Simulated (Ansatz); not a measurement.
# Ta5W: the cost of one run

Method: DFT PBEsol, scalar-relativistic, plane waves, PAW, in Ansatz 0.2.0.

1 further run of the same task is left out (set aside as unsound or not needed).

**1. The starting structure**

The structure is tetragonal, space group P4mm (No. 99). The conventional cell has a = 3.281 Å, b = 3.281 Å, c = 25.561 Å, α = 90.00°, β = 90.00°, γ = 90.00°. Around Ta (site symmetry 4mm) lie 4 Ta at 2.84 Å. Ta (site symmetry 4mm) has 8 Ta at 2.84 Å as nearest neighbours. Ta (site symmetry 4mm) has 9 Ta at 2.84 to 3.08 Å as nearest neighbours. Ta (site symmetry 4mm) is surrounded by 8 Ta at 2.71 to 2.86 Å. Ta (site symmetry 4mm) has 5 Ta at 2.71 to 3.08 Å as nearest neighbours. W (site symmetry 4mm) is surrounded by 4 W at 3.28 Å and 1 Ta at 3.32 Å.

Structure file:

```cif
data_structure
_symmetry_space_group_name_H-M 'P4mm'
_symmetry_Int_Tables_number 99
_cell_length_a 3.2805
_cell_length_b 3.2805
_cell_length_c 25.5610
_cell_angle_alpha 90.000
_cell_angle_beta 90.000
_cell_angle_gamma 90.000
_cell_volume 275.08
loop_
_atom_site_label
_atom_site_type_symbol
_atom_site_symmetry_multiplicity
_atom_site_Wyckoff_symbol
_atom_site_fract_x
_atom_site_fract_y
_atom_site_fract_z
_atom_site_occupancy
Ta1 Ta 1 b 0.50000 0.50000 0.33254 1
Ta2 Ta 1 a 0.00000 0.00000 0.39671 1
Ta3 Ta 1 b 0.50000 0.50000 0.46114 1
Ta4 Ta 1 a 0.00000 0.00000 0.52634 1
Ta5 Ta 1 b 0.50000 0.50000 0.58151 1
W1 W 1 b 0.50000 0.50000 0.71140 1
```

**2. W put at a top Ta site**

File input.yaml:

```yaml
crystal:
  lattice:
    - [3.2805195243, 0.0, 0.0]
    - [0.0, 3.2805195243, 0.0]
    - [0.0, 0.0, 25.5610390486]
  atoms:
    - { symbol: Ta, position: [0.5, 0.5, 0.3325373427] }
    - { symbol: Ta, position: [0.0, 0.0, 0.3967076512] }
    - { symbol: Ta, position: [0.5, 0.5, 0.4611411126] }
    - { symbol: Ta, position: [0.0, 0.0, 0.5263369566] }
    - { symbol: Ta, position: [0.5, 0.5, 0.5815099125] }
    - { symbol: W, position: [0.5, 0.5, 0.7113950863], spin: 4.0 }
basis:
  ecutwfc: 420
kpoints:
  mp_grid: { grid: [9, 9, 1] }
hamiltonian:
  xc: pbesol
scf:
  occupations: { method: gaussian, width: 0.1 }
output:
  forces: true
  eigenvalues: true
  populations: true
  write_density: true
  write_potential: true
  elf: true
  volumetric_format: npy
magnetization:
  spin_polarized: true
relax:
  adjacent_minimum: "off"
  f_tol: 0.03
  max_steps: 70
  constraints: [{ sites: [0, 1] }]
efield:
  axis: 3
  dipole_correction: true
  ramp_width: 0.04
```

Launch:

```
> ansatz run input.yaml --threads 1 --pin off --max-ram 2560MiB --backend cpu --events-out ev --progress --plain --runs-dir out
```

What time and memory should one allow on 1 thread of Intel Xeon at 2.70GHz, shared host?

About 12 min, with a peak of 0.72 GiB.
